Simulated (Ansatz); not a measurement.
# Ge₂H₄ (singlet): the correlation ladder at a displaced geometry (v2), cc-pVDZ

How much of the correlation energy of Ge₂H₄ (singlet) does each wave-function method recover here?

The runs use Ansatz 0.2.0, Gaussian basis; cc-pVDZ, core rule «outside noble gas», up to 28 orbitals frozen.

To be run: UHF; CCSD(T) on RHF; CCSD(T) on UHF; BCCD(T) on RHF; CISD; CCSDT(Q) on RHF; CCSDT(Q) on UHF; CASSCF and MRCISD+Q, 8 electrons in 8 orbitals; CASSCF and NEVPT4(SD), 8 electrons in 8 orbitals; CASSCF and NEVPT2, 8 electrons in 8 orbitals.

15 further runs of the same task are left out: 6 that didn't finish, 9 set aside as unsound or not needed.

### 1 What is computed

The geometry is a PBE0/def2-TZVP stationary point (not a proven minimum) with its atoms shifted at random (size 0.100 Å). No spin-orbit coupling is included. The filled d shell of Ge may be among the frozen orbitals whatever the setting's name suggests; the logs give the count.

6 atoms, charge 0, spin multiplicity 1.

Atoms are counted from 1 here; the program's logs count them from 0.

Bond lengths: Ge1–Ge2 2.254 Å, Ge1–H3 1.533 Å, Ge1–H4 1.484 Å, Ge2–H5 1.654 Å, Ge2–H6 1.452 Å. Angles: Ge2–Ge1–H3 118.8°, Ge2–Ge1–H4 120.3°, H3–Ge1–H4 109.3°, Ge1–Ge2–H5 119.7°, Ge1–Ge2–H6 123.7°, H5–Ge2–H6 109.5°.

Coordinates:

```xyz
6

Ge    0.0329   -0.0022    1.1276
Ge   -0.0349    0.0062   -1.1257
H     0.4687   -1.2837    1.8478
H     0.5518    1.1760    1.8660
H    -0.5024   -1.3581   -1.9353
H    -0.3689    1.1771   -1.9163
```

### 2 UHF

in.yaml

```yaml
crystal:
  periodic: [false, false, false]
  atoms:
    - {symbol: Ge, position_ang: [0.032863, -0.002184, 1.127583]}
    - {symbol: Ge, position_ang: [-0.034935, 0.006190, -1.125670]}
    - {symbol: H, position_ang: [0.468728, -1.283689, 1.847769]}
    - {symbol: H, position_ang: [0.551837, 1.175952, 1.865983]}
    - {symbol: H, position_ang: [-0.502384, -1.358091, -1.935292]}
    - {symbol: H, position_ang: [-0.368854, 1.177082, -1.916326]}
basis:
  gaussian: {orbitals: cc-pVDZ}
magnetization: {spin_polarized: true, initial_magnetization: 0}
hamiltonian: {xc: hf}
output: {orbitals: {seedname: orbitals}}
```

The run is started by

```bash
$ ansatz run in.yaml --threads 1 --pin off --events-out ev --progress --plain --max-ram 2393MiB
```

Further steps of the session: CCSD(T) on RHF; CCSD(T) on UHF; BCCD(T) on RHF; CISD; CCSDT(Q) on RHF; CCSDT(Q) on UHF; CASSCF and MRCISD+Q, 8 electrons in 8 orbitals; CASSCF and NEVPT4(SD), 8 electrons in 8 orbitals; CASSCF and NEVPT2, 8 electrons in 8 orbitals.

Before running them: what should the planned runs give, taken together? Wanted: RCCSDT(Q) below the RHF energy; RMP2 from RCCSDT(Q); UMP2 from RCCSDT(Q); RCCSD from RCCSDT(Q); RCCSD(T) from RCCSDT(Q); UCCSD(T) from RCCSDT(Q); UCCSDT(Q) from RCCSDT(Q); NEVPT2 frontier from RCCSDT(Q); NEVPT4(SD) frontier from RCCSDT(Q).

The runs gave:

| quantity | value |
| --- | --- |
| RCCSDT(Q) below the RHF energy | -6.6151 eV |
| RMP2 from RCCSDT(Q) | +1422.9 meV |
| UMP2 from RCCSDT(Q) | +1698.6 meV |
| RCCSD from RCCSDT(Q) | +285.1 meV |
| RCCSD(T) from RCCSDT(Q) | +52.6 meV |
| UCCSD(T) from RCCSDT(Q) | +96.1 meV |
| UCCSDT(Q) from RCCSDT(Q) | +4.6 meV |
| NEVPT2 frontier from RCCSDT(Q) | +1224.6 meV |
| NEVPT4(SD) frontier from RCCSDT(Q) | +161.5 meV |
| levels within 1 kcal/mol (43 meV) | RCCSDT, UCCSDT, UCCSDT(Q) |
| T1 diagnostic | 0.016 |

What this shows: RCCSD(T) misses by +52.6 meV, 0.8 % of the correlation energy. CCSD(T) misses by +52.6 meV on the restricted determinant and by +96.1 meV on the unrestricted one; the two need not hold the same state or core. Of the multireference levels listed NEVPT4(SD) frontier comes nearest in total energy (+161.5 meV), which doesn't show that its space is the better one. These misses are within one basis, not against nature.
